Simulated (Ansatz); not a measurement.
**CHGeO (doublet): the correlation ladder at a displaced geometry (v2), cc-pVDZ**

One table from this session's results is given with a row withheld; the runs are named, their logs left out.

The runs use Ansatz 0.2.0, Gaussian basis; cc-pVDZ, core rule «outside noble gas», up to 16 orbitals frozen.

Plan: UHF; CCSD(T) on ROHF; CCSD(T) on UHF; BCCD(T) on ROHF; CISD as a restricted active space (open shells left free, so some higher excitations enter); CCSDT(Q) on ROHF; CCSDT(Q) on UHF; CASSCF and MRCISD+Q, 9 electrons in 9 orbitals; CASSCF and NEVPT2, 9 electrons in 9 orbitals.

22 further runs of the same task are left out: 8 that didn't finish, 14 set aside as unsound or not needed. Runs told in other sessions of the task aren't counted.

**The geometry**

The geometry is a PBE0/def2-TZVP stationary point (not a proven minimum) with its atoms shifted at random (size 0.100 Å). No spin-orbit coupling is included. The filled d shell of Ge may be among the frozen orbitals whatever the setting's name suggests.

4 atoms, charge 0, spin multiplicity 2.

Atoms are counted from 1 here; the program's logs count them from 0.

Bond lengths: C1–O2 1.127 Å, Ge3–H4 1.551 Å.

As a file:

```xyz
4

C     0.0891    0.0043    2.9088
O    -0.0758    0.0597    1.7954
Ge    0.0008   -0.0346   -0.8680
H     0.0839    1.4917   -0.6067
```

Set-up of the first run:

Input file in.yaml:

```yaml
crystal:
  periodic: [false, false, false]
  atoms:
    - {symbol: C, position_ang: [0.089062, 0.004300, 2.908810]}
    - {symbol: O, position_ang: [-0.075813, 0.059732, 1.795401]}
    - {symbol: Ge, position_ang: [0.000808, -0.034565, -0.867989]}
    - {symbol: H, position_ang: [0.083916, 1.491663, -0.606652]}
basis:
  gaussian: {orbitals: cc-pVDZ}
magnetization: {spin_polarized: true, initial_magnetization: 1}
hamiltonian: {xc: hf}
output: {orbitals: {seedname: orbitals}}
```

On the command line:

```sh
> ansatz run in.yaml --threads 1 --pin off --events-out ev --progress --plain --max-ram 2393MiB
```

Among the steps run: UHF; CCSD(T) on ROHF; CCSD(T) on UHF; BCCD(T) on ROHF; CISD as a restricted active space (open shells left free, so some higher excitations enter); CCSDT(Q) on ROHF; CCSDT(Q) on UHF; CASSCF and MRCISD+Q, 9 electrons in 9 orbitals; CASSCF and NEVPT2, 9 electrons in 9 orbitals.

One table of the session follows, with a row left open; its other results are not shown here.

| method | from UCCSDT(Q) (kcal/mol) |
| --- | --- |
| ROHF | +248.27 |
| UHF | +246.03 |
| RMP2 | +26.83 |
| UMP2 | +26.94 |
| CISD | +34.58 |
| RCCSD | +9.18 |
| UCCSD | +9.06 |
| RCCSD(T) | +1.32 |
| UCCSD(T) | +1.25 |
| BCCD(T) | +1.25 |
| RCCSDT | ? |
| UCCSDT | +0.72 |
| RCCSDT(Q) | +0.17 |
| UCCSDT(Q) | 0 |
| CASSCF frontier | +164.06 |
| MRCISD frontier | +15.71 |
| MRCISD+Q frontier | +1.11 |

Estimate the missing values for RCCSDT.

The run gave: from UCCSDT(Q) (kcal/mol): +0.79. In the column «from UCCSDT(Q) (kcal/mol)» it lies between UCCSDT (+0.72) and MRCISD+Q frontier (+1.11).

Not comparable, so not listed: CASSCF and NEVPT2, 9 electrons in 9 orbitals (they don't share determinant, frozen orbitals or solution with the rows shown, or repeat one).

To keep in mind: Restricted and unrestricted rows rest on different reference determinants; a gap between their highest levels can come from leftover correlation error, from unlike frozen cores or from another state. Warnings in the runs' records: passed over end.
